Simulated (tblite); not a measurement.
**H₉Hf₂N₃O₅Ti, a small molecule taken as a stand-in for a surface group (hafnia 2-ring): infrared bands**

Aim: the infrared bands of `[NH2][Ti]([NH2])([NH2])[Hf]1([OH])[O][Hf]([OH])([OH])[O]1`.

Computed with tblite 0.8.0; each step states its level. No surroundings beyond the atoms listed, unless a continuum is named. Atoms count from 0, parts from 1.

5 further runs of the same task are left out: 5 for a known fault of the program.

## Step 1: Starting point

20 atoms, charge 0, multiplicity 1; geometry: distance geometry start.

## Step 2: Geometry optimisation with GFN2-xTB

The job: settings as JSON, then the geometry in Å.

```
{"job": {"kind": "relax", "xc": "GFN2-xTB", "basis": "xTB"}, "charge": 0, "multiplicity": 1}
O      1.682724     0.142039     0.871121
Hf     1.642521    -0.373910     2.930960
O      3.427792    -1.119404     3.606969
O      0.820974     1.130555     4.104725
O      0.255735    -1.855590     2.456782
Hf     0.289831    -1.350096     0.400769
O      1.062925    -2.833601    -0.786072
Ti    -2.609514    -0.071553    -0.633601
N     -2.325338     1.762815    -1.335039
N     -3.379139    -1.205576    -2.092329
N     -3.895996    -0.032539     0.871433
H      3.900572    -1.926580     3.256428
H      0.125774     1.033044     4.746424
H      0.785257    -3.762104    -0.823446
H     -3.059159     2.138500    -1.950747
H     -1.916305     2.437335    -0.678815
H     -2.765797    -1.343265    -2.918715
H     -3.876215    -2.023971    -1.777325
H     -4.341919    -0.891883     1.121625
H     -3.636154     0.590231     1.665888
```

Method: GFN2-xTB geometry optimisation, gas phase.

Command:

```sh
$ OMP_NUM_THREADS=1 python cluster_run.py task.json out
```

The driver reads the jobs from task.json and runs them one after another.

**Question.** The jobs that follow are: GFN2-xTB harmonic vibrations, gas phase. Predict: strongest single infrared mode (GFN2-xTB).

**Answer**, as computed:

| quantity | value |
| --- | --- |
| strongest single infrared mode (GFN2-xTB) | 545 cm⁻¹ |

**Reading.** On relaxing, metal atoms bound new neighbours (O0–Ti7, Hf1–O6, Hf1–N10, O4–Ti7). No mode is imaginary at GFN2-xTB; the softest lies at 29 cm⁻¹. Tight-binding geometries are rough for metal atoms; that holds for every run here that uses one unrelaxed. A capped cluster stands for the solid here, so long-range fields and strain are missing, and bands or shifts of the capping hydrogens have no counterpart in it.
